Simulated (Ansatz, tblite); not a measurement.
# C₁₈H₂₃ClN₂Si: one state, many levels

An exercise on one series of results from a longer session: the logs are not shown, and one member is left open.

Computed with Ansatz 0.2.0, Gaussian basis. Level: as each input shows.

Levels to be run: GFN1-xTB, GFN2-xTB, PBE-D4/def2-TZVP, r2SCAN-D4/def2-TZVP, BLYP-D4/def2-TZVP, ωB97X-V/def2-TZVP, LDA/def2-TZVP, LC-ωPBE(0.10)/def2-SVP, LC-ωPBE(0.15)/def2-SVP, LC-ωPBE(0.20)/def2-SVP, LC-ωPBE(0.30)/def2-SVP, PBE-D4/def2-SVP, PBE0-D4/def2-SVP, HF/STO-3G, MP2/def2-SVP, RPA/def2-SVP.

### The geometry

The singlet was relaxed beforehand with PBE-D4/def2-SVP.

SMILES `C[Si](C)(Cl)CCCCc1ccc(/N=N/c2ccccc2)cc1`, 45 atoms, charge 0, spin multiplicity 1.

Bond lengths: C1–Si2 1.881 Å, C1–H23 1.109 Å, C1–H24 1.110 Å, C1–H25 1.109 Å, Si2–C3 1.882 Å, Si2–Cl4 2.115 Å, Si2–C5 1.890 Å, C3–H26 1.110 Å, C3–H27 1.109 Å, C3–H28 1.109 Å, C5–C6 1.538 Å, C5–H29 1.113 Å, C5–H30 1.114 Å, C6–C7 1.536 Å, C6–H31 1.112 Å, C6–H32 1.111 Å, C7–C8 1.546 Å, C7–H33 1.112 Å and more. Angles: Si2–C1–H23 111.0°, Si2–C1–H24 110.4°, Si2–C1–H25 110.9°, H23–C1–H24 108.2°, H23–C1–H25 108.1°, H24–C1–H25 108.1°, C1–Si2–C3 111.8°, C1–Si2–Cl4 107.5°, C1–Si2–C5 111.4°, C3–Si2–Cl4 107.2°, C3–Si2–C5 112.3°, Cl4–Si2–C5 106.3°, Si2–C3–H26 110.4°, Si2–C3–H27 111.0°, Si2–C3–H28 110.9°, H26–C3–H27 108.2°, H26–C3–H28 108.2°, H27–C3–H28 108.0° and more.

PBE0-D4/def2-TZVP was run before; its log isn't repeated, and its numbers join the tables.

The first run:

Tight binding, by tblite at 300 K electronic temperature and without a spin-polarisation term:

```python
tblite.interface.Calculator('GFN1-xTB', numbers, positions, charge=0, uhf=0).singlepoint()
```

Tight binding, by tblite at 300 K electronic temperature and without a spin-polarisation term:

```python
tblite.interface.Calculator('GFN2-xTB', numbers, positions, charge=0, uhf=0).singlepoint()
```

start.molden holds the orbitals of an earlier run on this state, given as this run's starting guess.

The input, in.yaml:

```yaml
crystal:
  periodic: [false, false, false]
  atoms:
    - {symbol: C, position_ang: [-5.157010, 0.895507, -2.525186]}
    - {symbol: Si, position_ang: [-4.114999, -0.162421, -1.370571]}
    - {symbol: C, position_ang: [-4.755652, -1.929045, -1.274626]}
    - {symbol: Cl, position_ang: [-2.161101, -0.248061, -2.176050]}
    - {symbol: C, position_ang: [-3.950725, 0.635553, 0.335062]}
    - {symbol: C, position_ang: [-3.142347, -0.182183, 1.356148]}
    - {symbol: C, position_ang: [-2.801724, 0.572391, 2.649910]}
    - {symbol: C, position_ang: [-1.819971, 1.754164, 2.474668]}
    - {symbol: C, position_ang: [-0.466372, 1.324854, 1.961376]}
    - {symbol: C, position_ang: [-0.180518, 1.314373, 0.575288]}
    - {symbol: C, position_ang: [1.040931, 0.849373, 0.089019]}
    - {symbol: C, position_ang: [2.026050, 0.385402, 0.991676]}
    - {symbol: N, position_ang: [3.293057, -0.105333, 0.612085]}
    - {symbol: N, position_ang: [3.523534, -0.091404, -0.634206]}
    - {symbol: C, position_ang: [4.791547, -0.588763, -1.012213]}
    - {symbol: C, position_ang: [5.065963, -0.580844, -2.396898]}
    - {symbol: C, position_ang: [6.295442, -1.053315, -2.873729]}
    - {symbol: C, position_ang: [7.257864, -1.535905, -1.970662]}
    - {symbol: C, position_ang: [6.985976, -1.546693, -0.587307]}
    - {symbol: C, position_ang: [5.762425, -1.076867, -0.104558]}
    - {symbol: C, position_ang: [1.755768, 0.396596, 2.376891]}
    - {symbol: C, position_ang: [0.524469, 0.858456, 2.851415]}
    - {symbol: H, position_ang: [-4.746614, 1.922320, -2.603286]}
    - {symbol: H, position_ang: [-6.199651, 0.966852, -2.150060]}
    - {symbol: H, position_ang: [-5.186309, 0.458818, -3.543741]}
    - {symbol: H, position_ang: [-5.774533, -1.948449, -0.833602]}
    - {symbol: H, position_ang: [-4.093863, -2.558107, -0.646013]}
    - {symbol: H, position_ang: [-4.805741, -2.386863, -2.283092]}
    - {symbol: H, position_ang: [-3.487856, 1.633176, 0.165720]}
    - {symbol: H, position_ang: [-4.974024, 0.844947, 0.723080]}
    - {symbol: H, position_ang: [-2.200158, -0.540203, 0.886110]}
    - {symbol: H, position_ang: [-3.711699, -1.099320, 1.619828]}
    - {symbol: H, position_ang: [-2.361172, -0.142863, 3.378123]}
    - {symbol: H, position_ang: [-3.737292, 0.954300, 3.115864]}
    - {symbol: H, position_ang: [-1.702217, 2.260640, 3.455393]}
    - {symbol: H, position_ang: [-2.258088, 2.507344, 1.786030]}
    - {symbol: H, position_ang: [-0.942130, 1.665054, -0.138273]}
    - {symbol: H, position_ang: [1.263829, 0.826877, -0.986801]}
    - {symbol: H, position_ang: [4.287725, -0.194447, -3.072666]}
    - {symbol: H, position_ang: [6.506149, -1.044667, -3.954384]}
    - {symbol: H, position_ang: [8.224829, -1.908825, -2.341933]}
    - {symbol: H, position_ang: [7.744146, -1.927076, 0.116094]}
    - {symbol: H, position_ang: [5.519296, -1.071303, 0.967728]}
    - {symbol: H, position_ang: [2.540242, 0.033469, 3.057585]}
    - {symbol: H, position_ang: [0.322524, 0.862489, 3.934765]}
basis:
  gaussian: {orbitals: def2-TZVP, fitting: {mean_field: def2-universal-jkfit}, initial_orbitals: start.molden}
hamiltonian: {xc: pbe, dispersion: d4}
scf: {omitted_lower_state_checks: [starts]}
output: {orbitals: {seedname: orbitals}}
```

Command:

```console
> ansatz run in.yaml --threads 2 --pin off --events-out ev --progress --plain --max-ram 31744MiB --backend cuda --devices 0, --max-vram 18GiB
```

Steps of the session up to this table: PBE-D4/def2-TZVP; r2SCAN-D4/def2-TZVP; BLYP-D4/def2-TZVP; ωB97X-V/def2-TZVP; LDA/def2-TZVP; LC-ωPBE(0.10)/def2-SVP; LC-ωPBE(0.15)/def2-SVP; LC-ωPBE(0.20)/def2-SVP; LC-ωPBE(0.30)/def2-SVP; PBE-D4/def2-SVP; PBE0-D4/def2-SVP; HF/STO-3G; MP2/def2-SVP; RPA/def2-SVP.

One of the session's tables, all rows but one given; the rest of the session is left out.

It belongs to the step «Binding energy». 

```
              level  binding an atom (eV)
          HF/STO-3G                 4.035
        HF/def2-SVP                 3.461
      LDA/def2-TZVP                 5.347
    PBE-D4/def2-SVP                 4.855
   PBE-D4/def2-TZVP                     ?
  BLYP-D4/def2-TZVP                 4.646
r2SCAN-D4/def2-TZVP                 4.662
   PBE0-D4/def2-SVP                 4.764
  PBE0-D4/def2-TZVP                 4.703
  ωB97X-V/def2-TZVP                 4.641
       MP2/def2-SVP                 4.536
```

Estimate the missing values for PBE-D4/def2-TZVP.

The run gave: binding an atom (eV): 4.795. In the column «binding an atom (eV)» it lies between PBE0-D4/def2-SVP (4.764) and PBE-D4/def2-SVP (4.855).

Caveats from the session: Free atoms were run apart at each level; binding is atoms less cluster, divided by the number of atoms, without zero-point or spin-orbit terms.
